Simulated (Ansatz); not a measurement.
# Te (bcc type): how the settings move a single-point run

How sensitive is a single-point run of Te (bcc type) to its settings? A reference run comes first, then one run with altered input.

Method: reference: DFT, LDA, all-electron LAPW, scalar-relativistic, in Ansatz 0.2.0.

2 further runs of the same task are left out: 1 for a known fault of the program, 1 that didn't finish. Runs told in other sessions of the task aren't counted.

## 1. The starting structure

It takes space group Im-3m (No. 229, cubic). Conventional cell: a = 3.436 Å, b = 3.436 Å, c = 3.436 Å, α = 90.00°, β = 90.00°, γ = 90.00°. Around Te (site symmetry m-3m) lie 8 Te at 2.98 Å.

As a file:

```
CELL_PARAMETERS angstrom
-1.71784 1.71784 1.71784
1.71784 -1.71784 1.71784
1.71784 1.71784 -1.71784
ATOMIC_POSITIONS crystal
Te 0.00000 0.00000 0.00000
```

## 2. Reference

File input.yaml:

```yaml
crystal:
  lattice:
    - [-1.7178426811, 1.7178426811, 1.7178426811]
    - [1.7178426811, -1.7178426811, 1.7178426811]
    - [1.7178426811, 1.7178426811, -1.7178426811]
  atoms:
    - { symbol: Te, position: [0.0, 0.0, 0.0] }
kpoints:
  mp_grid: { grid: [15, 15, 15] }
scf:
  occupations: { method: fermi_dirac, width: 0.1 }
hamiltonian:
  xc: lda
  pseudopotentials: { kind: all_electron, lapw: { basis_error: 0.001 } }
output:
  forces: true
  stress: true
  eigenvalues: true
  populations: true
```

The run is started by

```sh
$ ansatz run input.yaml --threads 1 --pin off --max-ram 2048MiB --backend cpu --events-out ev --progress --plain --runs-dir out
```

## 3. Variant: mp_grid.grid [8, 8, 8], n_extra_bands 4

input.yaml, as its differences from that of step 2:

```diff
@@ -8,5 +8,6 @@
 kpoints:
-  mp_grid: { grid: [15, 15, 15] }
+  mp_grid: { grid: [8, 8, 8] }
 scf:
   occupations: { method: fermi_dirac, width: 0.1 }
+  n_extra_bands: 4
 hamiltonian:
```

What does the calculation give? Wanted: for each run, ending; energy change; pressure; gap; force.

As calculated:

| run | ending | energy change | pressure (GPa) | gap (eV) | force (eV/Å) | cycles | time |
| --- | --- | --- | --- | --- | --- | --- | --- |
| reference | converged | 0 | 34.8 | 0.00 | 0.00 | 7 | 9.5 s |
| 1: mp_grid.grid [8, 8, 8], n_extra_bands 4 | converged | -47.1 meV/atom | 35.1 | 0.00 | 0.00 | 5 | 2.7 s |

Residual by cycle in the longest SCF loop of each run; runs are numbered as in the table. The quantity is the density residual dr2, in eV.

```
cycle  reference    run 1
    1     0.0111   0.0106
    2    0.00543  0.00272
    3     5.5e-4   9.3e-6
    4     7.9e-5   2.7e-7
    5     5.5e-6   1.5e-9
    6     8.4e-7        -
    7     1.6e-8        -
```

What this shows: Changing the k-point mesh moves the energy by -47.1 meV/atom, and the pressure goes from 34.8 to 35.1 GPa. The energy is not variational in the mesh, so the sign tells nothing. Cost: 5 SCF cycles against 7, 2.7 s against 9.5 s. Semilocal functionals close small gaps, and spin-orbit coupling, left out here, moves these band edges, so the missing gap need not be the real solid's. The structure is not at rest: the sound run finds 35 GPa, so these are no properties of the relaxed crystal. 
